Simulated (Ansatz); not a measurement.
# ZrCH2+ (doublet): the correlation ladder, def2-TZVPP

The task here is to estimate one member of a computed series from the others.

Method: def2-TZVPP, core rule «outside noble gas», up to 5 orbitals frozen; program: Ansatz 0.2.0, Gaussian basis.

The runs, in order: UHF; CCSD(T) on ROHF; CCSD(T) on UHF; CCSDT(Q) on ROHF; CCSDT(Q) on UHF.

9 further runs of the same task are left out: 5 for a known fault of the program, 4 set aside as unsound or not needed.

## The geometry

The geometry is a PBE0/def2-TZVP stationary point (not a proven minimum) of the parent state, kept for this charge and spin. No spin-orbit coupling is included. Elements past krypton take def2 core potentials.

4 atoms, charge 1, spin multiplicity 2.

Atoms are counted from 1 here; the program's logs count them from 0.

Bond lengths: Zr1–C2 1.958 Å, C2–H3 1.095 Å, C2–H4 1.095 Å. Angles: Zr1–C2–H3 123.1°, Zr1–C2–H4 123.1°, H3–C2–H4 113.7°.

Set-up of the first run:

File in.yaml:

```yaml
crystal:
  periodic: [false, false, false]
  atoms:
    - {symbol: Zr, position_ang: [0.000000, 0.000000, 0.272416]}
    - {symbol: C, position_ang: [0.000000, 0.000000, -1.685685]}
    - {symbol: H, position_ang: [0.000000, 0.916504, -2.284186]}
    - {symbol: H, position_ang: [0.000000, -0.916504, -2.284186]}
basis:
  gaussian: {orbitals: def2-TZVPP}
total_charge: 1
magnetization: {spin_polarized: true, initial_magnetization: 1}
hamiltonian: {xc: hf}
output: {orbitals: {seedname: orbitals}}
```

The run is started by

```sh
> ansatz run in.yaml --threads 1 --pin off --events-out ev --progress --plain --max-ram 4096MiB --backend cpu
```

Steps of the session up to this table: UHF; CCSD(T) on ROHF; CCSD(T) on UHF; CCSDT(Q) on ROHF; CCSDT(Q) on UHF.

One of the session's tables, all rows but one given; the rest of the session is left out.

It belongs to the step «Misses and costs». 

```
   method  from RCCSDT(Q) (meV)
     ROHF               +7415.9
      UHF               +6970.0
     RMP2                +773.7
     UMP2               +1404.5
    RCCSD                +465.3
    UCCSD                +441.6
 RCCSD(T)                     ?
 UCCSD(T)                 +72.6
   RCCSDT                 +32.1
   UCCSDT                  +6.2
RCCSDT(Q)                     0
UCCSDT(Q)                 -34.0
```

Estimate the missing values for RCCSD(T).

**Answer.** from RCCSDT(Q) (meV): +47.0. In the column «from RCCSDT(Q) (meV)» it lies between RCCSDT (+32.1) and UCCSD(T) (+72.6).

To keep in mind: The determinant is far from a pure spin state, so its energy mixes those of several spin states (harmless only where they are near-degenerate, as at dissociation). Restricted and unrestricted rows rest on different reference determinants; where their highest levels disagree by more than a few hundredths of an eV, they describe different states and don't form one ladder.
